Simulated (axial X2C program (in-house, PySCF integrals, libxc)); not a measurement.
# TeIn: properties at the nuclei

Aim: properties at the nuclei of TeIn, with spin–orbit coupling in the Hamiltonian from the start.

Program: an in-house X2C program for linear molecules on PySCF integrals. Level of theory: two-component X2C with atomic mean-field terms, Te dyall-cv3z, In dyall-cv3z. These are calculated values, not measurements.

**1. Set-up**

task.json reads:

```json
{
 "zs": [
  52,
  49
 ],
 "q": 0,
 "bas": [
  "dyall-cv3z",
  "dyall-cv3z"
 ],
 "r0": 2.64,
 "levels": [
  "PBE0",
  "HF",
  "PBE",
  "LDA",
  "r2SCAN"
 ],
 "nst": 3
}
```

Keys: zs atomic numbers; q charge; bas basis sets; r0 starting distance in Å; levels methods (HF also brings MP2); nst determinants followed.

Command:

```
python soeom.py task.json out
```

Further steps of the session: Expectation values, lowest determinant; Expectation values, a higher determinant; Expectation values, a higher determinant.

Before running it: what results should come out? Wanted: lowest determinant; Eeff magnitude; Ws magnitude Te; A∥/gI Te; qzz Te; higher determinant (for each run or level that gives them).

**Answer**, as computed:

```
                                        quantity                                                 value
                              lowest determinant               Ω = 3/2 (excess of +ω over −ω: ω = 3/2)
                    Eeff magnitude (GV/cm), PBE0                                                 0.643
                     Ws magnitude Te (kHz), PBE0                                                 0.256
                            A∥/gI Te (MHz), PBE0                                                   454
                             qzz Te (a.u.), PBE0                                                 -2.70
                              higher determinant               Ω = 1/2 (excess of +ω over −ω: ω = 1/2)
Eeff magnitude (GV/cm), PBE0, higher determinant                                                  7.76
 Ws magnitude Te (kHz), PBE0, higher determinant                                                 0.294
        A∥/gI Te (MHz), PBE0, higher determinant                                                   776
         qzz Te (a.u.), PBE0, higher determinant                                                  3.25
                              higher determinant  Ω = 7/2 (excess of +ω over −ω: ω = 1/2, 2 × ω = 3/2)
Eeff magnitude (GV/cm), PBE0, higher determinant                                                  14.2
 Ws magnitude Te (kHz), PBE0, higher determinant                                                  0.26
        A∥/gI Te (MHz), PBE0, higher determinant                                                   278
         qzz Te (a.u.), PBE0, higher determinant                                                  4.46
```

In the first state, the effective field runs from 0.353 to 1.51 GV/cm over the mean-field levels, so the levels don't agree on it. The expectation values come from single determinants, which for open shells can mix terms of unlike spin or miss the lowest Ω, so a determinant need not be a state. Eeff is the effective electric field on the electron dipole moment in this Ω state and Ws the scalar–pseudoscalar constant (defined with the proton number Z and per Ω); A∥ is the parallel hyperfine constant, which follows by multiplying with the nuclear g factor gI = μI/(I μN); qzz is the electric field gradient, eQq0 = 234.96 MHz × Q/barn × qzz; μ is positive if In is the positive end. The operators were transformed with the bare-nucleus X2C matrices.
